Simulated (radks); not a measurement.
**Dipole-allowed lines with 28 electrons: Cu⁺, Zn²⁺, Ga³⁺, Ge⁴⁺, As⁵⁺, Se⁶⁺**

Aim: excitation energies and oscillator strengths as poles of the dipole polarisability below minus the highest eigenvalue. Time-dependent linear response with the Hartree and adiabatic exchange-only LDA kernel follows each ground state. Its values go to the run's result record, not to the log.

The numbers are computed with radks (a radial shooting solver on a logarithmic mesh, Libxc functionals) version 1 (non-relativistic Kohn-Sham, exchange-only LDA, spin-unpolarised, spherical densities, point nucleus), except any that are marked as measured or tabulated.

### Step 1. The atom as given

| Property | Result |
| --- | --- |
| species | Cu⁺ ([Ar] 3d10), Zn²⁺ ([Ar] 3d10), Ga³⁺ ([Ar] 3d10), Ge⁴⁺ ([Ar] 3d10), As⁵⁺ ([Ar] 3d10), Se⁶⁺ ([Ar] 3d10) |

### Step 2. Cu⁺, [Ar] 3d10

Settings of this run:

```text
Z 29
configuration [Ar] 3d10 4s0 4p0 4d0 4f0
relativity non-relativistic
functional lda,
spin unpolarised
nucleus point
response adiabatic LDA kernel, real frequencies
```

The run is started by

```
python run_ks.py task.json out
```

The same process makes all the runs of this session.

### Step 3. Zn²⁺, [Ar] 3d10

Changes since step 2:

```diff
@@ -1,2 +1,2 @@
-Z 29
+Z 30
 configuration [Ar] 3d10 4s0 4p0 4d0 4f0
```

### Step 4. Ga³⁺, [Ar] 3d10

Changes since step 3:

```diff
@@ -1,2 +1,2 @@
-Z 30
+Z 31
 configuration [Ar] 3d10 4s0 4p0 4d0 4f0
```

### Step 5. Ge⁴⁺, [Ar] 3d10

Changes since step 4:

```diff
@@ -1,2 +1,2 @@
-Z 31
+Z 32
 configuration [Ar] 3d10 4s0 4p0 4d0 4f0
```

### Step 6. As⁵⁺, [Ar] 3d10

Changes since step 5:

```diff
@@ -1,2 +1,2 @@
-Z 32
+Z 33
 configuration [Ar] 3d10 4s0 4p0 4d0 4f0
```

### Step 7. Se⁶⁺, [Ar] 3d10

Changes since step 6:

```diff
@@ -1,2 +1,2 @@
-Z 33
+Z 34
 configuration [Ar] 3d10 4s0 4p0 4d0 4f0
```

Q: Predict the outcome of this session. Wanted: for each run, species; −ε(HOMO); lowest orbital gap; first line; f; strongest line; its f; static α.

The runs gave:

| species | −ε(HOMO) (eV) | lowest orbital gap (eV) | first line (eV) | f | strongest line (eV) | its f | static α (bohr³) | measured (eV) |
| --- | --- | --- | --- | --- | --- | --- | --- | --- |
| Cu⁺ | 12.711 | 3d-4p 6.907 | 7.361 | 0.328 | 7.361 | 0.328 | 8.607 | - |
| Zn²⁺ | 29.802 | 3d-4p 15.126 | 15.739 | 0.443 | 15.739 | 0.443 | 3.036 | - |
| Ga³⁺ | 51.390 | 3d-4p 25.393 | 26.131 | 0.501 | 26.131 | 0.501 | 1.488 | - |
| Ge⁴⁺ | 76.939 | 3d-4p 37.434 | 38.292 | 0.528 | 38.292 | 0.528 | 0.8651 | - |
| As⁵⁺ | 106.16 | 3d-4p 51.093 | 51.556 | 0.106 | 83.657 | 0.539 | 0.5582 | - |
| Se⁶⁺ | 138.86 | 3d-4p 66.281 | 67.383 | 0.539 | 106.44 | 0.797 | 0.3860 | - |

**Reading.** In Cu⁺ the response moves the first line 0.453 eV above the bare orbital gap, and the lines found carry 55 % of the static polarisability. Very weak lines can be missed, and lines above minus the highest eigenvalue dissolve into this model's continuum.
